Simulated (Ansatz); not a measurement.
This script for the Ansatz DFT code, driven from Python starts 2 runs on CH2AlBrClI, SMILES [AlH2][C](Cl)(Br)I. What input does the engine get in each?

Script `run_spin.py`:
```python
# -*- coding: utf-8 -*-
"""Vertical spin-state energies of CH2AlBrClI."""

import ansatz as az

GEOMETRY = """
Al   -0.51380    0.44340    0.93630
C     0.30590   -0.38210   -0.64200
Cl   -0.94580   -0.71570   -1.90070
Br    1.21160   -2.02430   -0.08710
I     1.79680    0.91880   -1.45560
H    -1.32290    1.89570    0.73840
H    -0.47070   -0.20370    2.36490
"""


def main():
    system = az.Crystal.molecule()
    for line in GEOMETRY.strip().splitlines():
        symbol, *xyz = line.split()
        system = system.atom(symbol, [float(v) for v in xyz])

    calc = system.calculation().basis(gaussian="def2-SVP").functional("pbe")
    found = {}
    for unpaired in [0, 2]:
        summary = calc.spin("collinear", total=unpaired).run().report
        s = unpaired / 2
        found[unpaired] = summary["free_energy_ev"]
        print(f"2S+1 = {unpaired + 1}: E = {found[unpaired]:.5f} eV, <S^2> = {abs(summary['mean_field']['state']['spin_squared']):.3f} (pure state {s * (s + 1):.2f})")
    lowest = min(found, key=found.get)
    for unpaired, e in found.items():
        print(f"multiplicity {unpaired + 1}: {(e - found[lowest]):.3f} eV above the lowest")


if __name__ == "__main__":
    main()
```

Run 1:
```yaml
crystal:
  periodic: [false, false, false]
  atoms:
    - { symbol: Al, position_ang: [-0.5138, 0.4434, 0.9363] }
    - { symbol: C, position_ang: [0.3059, -0.3821, -0.642] }
    - { symbol: Cl, position_ang: [-0.9458, -0.7157, -1.9007] }
    - { symbol: Br, position_ang: [1.2116, -2.0243, -0.0871] }
    - { symbol: I, position_ang: [1.7968, 0.9188, -1.4556] }
    - { symbol: H, position_ang: [-1.3229, 1.8957, 0.7384] }
    - { symbol: H, position_ang: [-0.4707, -0.2037, 2.3649] }
basis:
  gaussian:
    orbitals: def2-SVP
hamiltonian:
  xc: pbe
magnetization:
  spin_polarized: true
  initial_magnetization: 0.0
```

Run 2, against run 1:
```diff
-  initial_magnetization: 0.0
+  initial_magnetization: 2.0
```

Running `python run_spin.py` prints:
```text
2S+1 = 1: E = -98298.94852 eV, <S^2> = 0.000 (pure state 0.00)
2S+1 = 3: E = -98295.54757 eV, <S^2> = 2.003 (pure state 2.00)
multiplicity 1: 0.000 eV above the lowest
multiplicity 3: 3.401 eV above the lowest
```

In order: multiplicity 1 (+0.00 eV) and multiplicity 3 (+3.40 eV), all at the one geometry.

What to keep in mind:
- Total energies depend on the basis set; only differences at equal settings carry meaning.
- The geometry is a force-field or estimated start, not a minimum of this method, and the basis set is short of its limit. All parts are taken at fixed geometry, without zero-point energy.
- def2 sets replace the cores of elements past krypton by effective core potentials.
- Spin-orbit coupling, which mixes and shifts the spin states of heavy atoms, is left out.
- It ran for 73 s on 1 thread of Arm Neoverse V1 (shared host), peak memory 0.38 GiB.
